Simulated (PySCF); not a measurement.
# The bond of NaBe, level by level

One table from this session's results is given with a row withheld; the runs are named, their logs left out.

The runs use PySCF 2.14.0; Na aug-cc-pVDZ, Be aug-cc-pVDZ, no relativity.

1 further run of the same task is left out (it didn't finish).

The first run:

A driver script around PySCF takes these settings:

```json
{
  "atoms": "Na, Be",
  "charge": "0",
  "basis": "Na aug-cc-pVDZ, Be aug-cc-pVDZ",
  "Hamiltonian": "no relativity",
  "basis functions": "50",
  "electrons treated": "15",
  "masses in u": "22.9898, 9.0122",
  "levels": "PBE0, PBE, r²SCAN, revPBE, B2PLYP, HF, MP2, SCS-MP2, CCSD, CCSD(T)",
  "grid": "80 radial by 434 angular points",
  "occupations": "held fixed by the projection of orbital angular momentum",
  "dissociation limit": "Na + Be, each in its ground configuration",
  "starting distance in angstrom": "2.535",
  "values of 2S to try": "1, 3"
}
```

Started as:

```bash
$ OMP_NUM_THREADS=1 python dia.py task.json out
```

Among the steps run: Set-up; The PBE0 curve of the state that the search chose; Excited determinants; PBE; r²SCAN; revPBE; B2PLYP; ROHF; MP2 and coupled cluster.

One table of the session follows, with a row left open; its other results are not shown here.

| level | Re (Å) | ωe (cm⁻¹) | De (eV) |
| --- | --- | --- | --- |
| ROHF-MP2 | ? | ? | ? |
| ROHF-SCS-MP2 | 3.412 | 72.9 | 0.044 |
| PBE | 2.870 | 217.9 | 0.435 |
| revPBE | 2.920 | 209.5 | 0.385 |
| r²SCAN | 2.911 | 216.6 | 0.453 |
| PBE0 | 2.898 | 214.4 | 0.362 |
| B2PLYP | 2.926 | 182.9 | 0.203 |

Estimate the missing values for ROHF-MP2.

As computed: Re (Å): 3.334; ωe (cm⁻¹): 83.0; De (eV): 0.060. In the column «Re (Å)» it lies between B2PLYP (2.926) and ROHF-SCS-MP2 (3.412).

De is counted to Na + Be in their ground configurations. No constants: ROHF (no minimum is bracketed among the points kept).
